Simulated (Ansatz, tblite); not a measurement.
# MoNF3: a ladder of methods and basis sets

An exercise on one series of results from a longer session: the logs are not shown, and one member is left open.

The runs use Ansatz 0.2.0, Gaussian basis; as each input shows.

The runs, in order: GFN1-xTB, GFN2-xTB, PBE-D4/def2-TZVP, r2SCAN-D4/def2-TZVP, revPBE-D4/def2-TZVP, ωB97M-V/def2-TZVP, B97M-V/def2-TZVP, PBE-QIDH/def2-TZVP, LC-ωPBE/def2-TZVP, HSE06-D4/def2-TZVP, r2SCANh-D4/def2-TZVP, PBE-D4/def2-SVP, PBE0-D4/def2-SVP, PBE0-D4/def2-TZVPD, PBE-D4/def2-TZVPD, r2SCAN-D4/def2-TZVPD, CCSD(T)/def2-TZVPP, MP2/def2-TZVP, RPA/def2-TZVP.

1 further run of the same task is left out (set aside as unsound or not needed).

## The geometry

The geometry is that of the singlet, from an earlier relaxation (PBE-D4/def2-SVP).

5 atoms, charge 0, spin multiplicity 1.

Bond lengths: Mo1–N2 1.641 Å, Mo1–F3 1.853 Å, Mo1–F4 1.853 Å, Mo1–F5 1.853 Å. Angles: N2–Mo1–F3 104.8°, N2–Mo1–F4 104.8°, N2–Mo1–F5 104.8°, F3–Mo1–F4 113.7°, F3–Mo1–F5 113.7°, F4–Mo1–F5 113.7°.

Formally the metal is d0. Mo takes a core potential in the def2 sets. No spin-orbit coupling is included.

PBE0-D4/def2-TZVP was run before; its log isn't repeated, and its numbers join the tables.

Set-up of the first run:

Tight binding, by tblite at 300 K electronic temperature and without a spin-polarisation term:

```python
tblite.interface.Calculator('GFN1-xTB', numbers, positions, charge=0, uhf=0).singlepoint()
```

Tight binding, by tblite at 300 K electronic temperature and without a spin-polarisation term:

```python
tblite.interface.Calculator('GFN2-xTB', numbers, positions, charge=0, uhf=0).singlepoint()
```

start.molden holds the orbitals of an earlier run on this state, given as this run's starting guess.

Contents of in.yaml:

```yaml
crystal:
  periodic: [false, false, false]
  atoms:
    - {symbol: Mo, position_ang: [-0.000219, 0.000419, -0.043845]}
    - {symbol: N, position_ang: [0.008154, -0.015379, 1.596866]}
    - {symbol: F, position_ang: [1.788708, 0.009382, -0.526794]}
    - {symbol: F, position_ang: [-0.902039, 1.554087, -0.498164]}
    - {symbol: F, position_ang: [-0.894604, -1.548508, -0.528062]}
basis:
  gaussian: {orbitals: def2-TZVP, initial_orbitals: start.molden}
hamiltonian: {xc: pbe, dispersion: d4}
scf: {omitted_lower_state_checks: [starts]}
output: {orbitals: {seedname: orbitals}}
```

The run is started by

```
$ ansatz run in.yaml --threads 4 --pin off --events-out ev --progress --plain --max-ram 3916MiB
```

Among the steps run: PBE-D4/def2-TZVP; r2SCAN-D4/def2-TZVP; revPBE-D4/def2-TZVP; ωB97M-V/def2-TZVP; B97M-V/def2-TZVP; PBE-QIDH/def2-TZVP; LC-ωPBE/def2-TZVP; HSE06-D4/def2-TZVP; r2SCANh-D4/def2-TZVP; PBE-D4/def2-SVP; PBE0-D4/def2-SVP; PBE0-D4/def2-TZVPD; PBE-D4/def2-TZVPD; r2SCAN-D4/def2-TZVPD; CCSD(T)/def2-TZVPP; MP2/def2-TZVP; RPA/def2-TZVP.

One table of the session follows, with a row left open; its other results are not shown here.

```
               level  HOMO (eV)  LUMO (eV)  gap (eV)
     PBE-D4/def2-SVP      -8.18      -4.09      4.10
    PBE-D4/def2-TZVP      -8.31      -4.20      4.11
   PBE-D4/def2-TZVPD      -8.31      -4.21      4.11
 revPBE-D4/def2-TZVP      -8.22      -4.07      4.15
 r2SCAN-D4/def2-TZVP      -8.72      -4.20      4.52
r2SCAN-D4/def2-TZVPD      -8.69      -4.17      4.52
    B97M-V/def2-TZVP          ?          ?         ?
r2SCANh-D4/def2-TZVP      -9.37      -3.89      5.48
    PBE0-D4/def2-SVP      -9.99      -3.39      6.61
   PBE0-D4/def2-TZVP     -10.01      -3.40      6.61
  PBE0-D4/def2-TZVPD      -9.99      -3.38      6.61
  HSE06-D4/def2-TZVP      -9.60      -3.78      5.82
   LC-ωPBE/def2-TZVP     -12.81      -0.98     11.83
   ωB97M-V/def2-TZVP     -12.37      -1.11     11.26
```

Q: Estimate the row for B97M-V/def2-TZVP from the others.

**Answer.** HOMO (eV): -8.77; LUMO (eV): -4.17; gap (eV): 4.60. In the column «HOMO (eV)» it lies between r2SCANh-D4/def2-TZVP (-9.37) and r2SCAN-D4/def2-TZVP (-8.72).
